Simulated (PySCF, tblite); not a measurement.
**C₂H₅O₂Si radical: geometry, infrared bands and EPR parameters**

Wanted: the infrared bands and EPR parameters of C₂H₅O₂Si radical (`CO[SiH2][C]=O`), by calculation.

Computed with tblite 0.8.0 and PySCF 2.14.0, with density-fitted response routines of our own, on a single molecule in the gas phase. Atoms count from 0, in the outputs and in this text.

### 1 Starting geometry

10 atoms, charge 0, multiplicity 2; geometry from: force field or distance geometry start.

Bonds of the start (Å): C0–O1 1.43, O1–Si2 1.66, Si2–C3 1.89, C3–O4 1.17, C0–H5 1.10, C0–H6 1.09, C0–H7 1.10, Si2–H8 1.49, Si2–H9 1.49.

### 2 Geometry optimisation with GFN2-xTB

Job settings and geometry (Å):

```
{"job": {"kind": "relax", "xc": "GFN2-xTB", "basis": "xTB"}, "charge": 0, "multiplicity": 2}
C      1.563600    -0.201200    -0.313800
O      0.365100    -0.645900    -0.958700
Si    -1.076500    -0.445100    -0.154000
C     -1.545000     1.362500     0.146500
O     -1.818900     2.481000     0.366900
H      1.537000     0.887700    -0.175500
H      2.403200    -0.439700    -0.964800
H      1.715900    -0.698300     0.651900
H     -2.135200    -1.120300    -0.955400
H     -1.000200    -1.176000     1.137000
```

The run is started by

```console
> OMP_NUM_THREADS=1 python probes_run.py task.json out
```

One launch serves the whole session: the jobs run in the order shown.

**Question.** This job is followed by: GFN2-xTB harmonic vibrations, gas phase; UKS B3LYP, pcH-1 on C H O Si, non-relativistic, mean-field spin-orbit, GIAO. Predict these results of the whole session: strongest single infrared mode (GFN2-xTB); zero-point energy (GFN2-xTB); g(iso) (B3LYP); ⟨S²⟩; largest a(iso) (averaged by class); surface potential, 1st and 99th percentile.

As calculated:

| quantity | value |
| --- | --- |
| strongest single infrared mode (GFN2-xTB) | 1941 cm⁻¹, 358 km/mol |
| zero-point energy (GFN2-xTB) | 40.2 kcal/mol |
| g(iso) (B3LYP) | 1.99828 |
| ⟨S²⟩ | 0.753 (exact 0.75) |
| largest a(iso) (averaged by class) | 13C on C3, 200.2 MHz |
| surface potential, 1st and 99th percentile | -1.05 V and 1.79 V |

In words: Over 50 steps the energy fell by 0.351 eV; of the close pairs, O1–Si2 changed most, 1.663 to 1.618 Å. No mode is imaginary among the 24: a minimum at this level. The strongest single mode, at 1941 cm⁻¹, moves mainly C3 and O4. GFN2-xTB is a fitted tight-binding method: band positions and strengths are rough. Its intensities can rank the bands wrongly. C3 carries the largest spin population, 0.56 e. The isotropic g lies 4.0 ppt below the free-electron value.
